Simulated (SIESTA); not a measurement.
TiPd2:

```
Pd Ti
1.0
    -1.54623    1.70746    4.32556
     1.54623   -1.70746    4.32556
     1.54623    1.70746   -4.32556
Pd Ti
2 1
Direct
  0.34234 0.34234 0.00000
  0.65766 0.65766 0.00000
  0.00000 0.00000 0.00000
```

The cell comes from a database or a generator and needn't be the stable form of this composition.

* Program: SIESTA 5.4.2
* Task: single point
* Functional: PBEsol
* Potentials or basis: PseudoDojo 0.4 standard (PBEsol files)
* Basis: DZP (energy shift 0.003 Ry; two zetas on semicore shells)
* Grid cutoff: 800 Ry
* Energy shift: 0.003 Ry
* k mesh: 11 × 11 × 11
* Occupations: fermi-dirac, width 0.05 eV
* Spin: no spin polarisation

On this cell: pressure -3.8 GPa; largest force 0.152 eV/Å; band gap on the k mesh none (metal or under the smearing width).

The same run follows on a disturbed copy (atoms moved at random, drawn with an rms of 0.05 Å):

```
CELL_PARAMETERS angstrom
-1.54623 1.70746 4.32556
1.54623 -1.70746 4.32556
1.54623 1.70746 -4.32556
ATOMIC_POSITIONS crystal
Pd 0.35773 0.35248 0.01771
Pd 0.63835 0.65868 0.98075
Ti 0.99683 0.98085 0.99117
```

Q: What does the disturbed cell give?

A: The energy (extrapolated to zero smearing) moves by +19.9 meV/atom; pressure -2.7 GPa; largest force 0.765 eV/Å; band gap on the k mesh none (metal or under the smearing width).

Forces on the atoms (eV/Å):
```
Pd  -0.225 -0.383 -0.622
Pd  -0.071  0.492  0.152
Ti   0.297 -0.108  0.470
```

Stress tensor (GPa, compression positive):
```
-3.05  0.07  0.08
 0.07 -3.22 -0.69
 0.08 -0.69 -1.96
```

Caveats: the basis of atomic orbitals isn't converged, which shifts pressures, moduli and gaps.
